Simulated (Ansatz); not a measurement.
# NdAg3Sb2: the cost of one run

Program: Ansatz 0.2.0. Level of theory: DFT PBE, scalar-relativistic, plane waves, PAW; 4f electrons in the core of a trivalent norm-conserving potential. These are calculated values, not measurements.

## (1) The structure to begin with

Symmetry: P4/mmm, No. 123, tetragonal system. Conventional cell: a = 3.611 Å, b = 3.611 Å, c = 10.796 Å, α = 90.00°, β = 90.00°, γ = 90.00°. Nd (site symmetry 4/mmm) has 8 Ag at 3.23 Å and 2 Sb at 3.61 Å and 4 Nd at 3.61 Å in its first shell of neighbours. Ag (site symmetry 4mm) has 4 Sb at 3.03 Å and 4 Nd at 3.23 Å and 1 Ag at 3.41 Å in its first shell of neighbours. Around Ag (site symmetry 4/mmm) lie 8 Sb at 3.12 Å and 2 Ag at 3.41 Å. Sb (site symmetry 4mm) is surrounded by 8 Ag at 3.03 to 3.12 Å.

Structure file:

```cif
data_structure
_symmetry_space_group_name_H-M 'P4/mmm'
_symmetry_Int_Tables_number 123
_cell_length_a 3.6110
_cell_length_b 3.6110
_cell_length_c 10.7959
_cell_angle_alpha 90.000
_cell_angle_beta 90.000
_cell_angle_gamma 90.000
_cell_volume 140.77
loop_
_atom_site_label
_atom_site_type_symbol
_atom_site_symmetry_multiplicity
_atom_site_Wyckoff_symbol
_atom_site_fract_x
_atom_site_fract_y
_atom_site_fract_z
_atom_site_occupancy
Nd1 Nd 1 a 0.00000 0.00000 0.00000 1
Ag1 Ag 2 h 0.50000 0.50000 0.18374 1
Ag2 Ag 1 d 0.50000 0.50000 0.50000 1
Sb1 Sb 2 g 0.00000 0.00000 0.33426 1
```

A structure generator made this guess: species swapped into a database cell of Al3Ni2Pt (P4/mmm, No. 123), with Ag on the Al sites, Sb on the Ni sites and Nd on the Pt sites. Its size is a rough estimate.

## (2) Probe: one point on a coarse mesh

input.yaml reads:

```yaml
crystal:
  lattice:
    - [3.61103002, 0.0, 0.0]
    - [0.0, 3.61103002, 0.0]
    - [0.0, 0.0, 10.7959262]
  atoms:
    - { symbol: Nd, position: [0.0, 0.0, 0.0] }
    - { symbol: Ag, position: [0.5, 0.5, 0.183745] }
    - { symbol: Ag, position: [0.5, 0.5, 0.5] }
    - { symbol: Ag, position: [0.5, 0.5, 0.816255] }
    - { symbol: Sb, position: [0.0, 0.0, 0.33426499] }
    - { symbol: Sb, position: [0.0, 0.0, 0.66573501] }
basis:
  ecutwfc: 660
kpoints:
  mp_grid: { grid: [6, 6, 2] }
hamiltonian:
  xc: pbe
  pseudopotentials:
    kind: paw
    azcp: { Nd: "pseudopotentials/pbe/nc/lanthanide_3plus/Nd.nc.azcp" }
scf:
  occupations: { method: gaussian, width: 0.1 }
  lower_state_search: "off"
output:
  forces: true
  stress: true
  eigenvalues: true
```

On the command line:

```console
> ansatz run input.yaml --threads 1 --pin off --max-ram 2560MiB --backend cpu --events-out ev --progress --plain --runs-dir out
```

Q: Estimate wall time and peak memory on 1 thread of Intel Xeon at 2.50GHz (Skylake/Cascade Lake), shared host.

About 44 s, with a peak of 0.6 GiB.
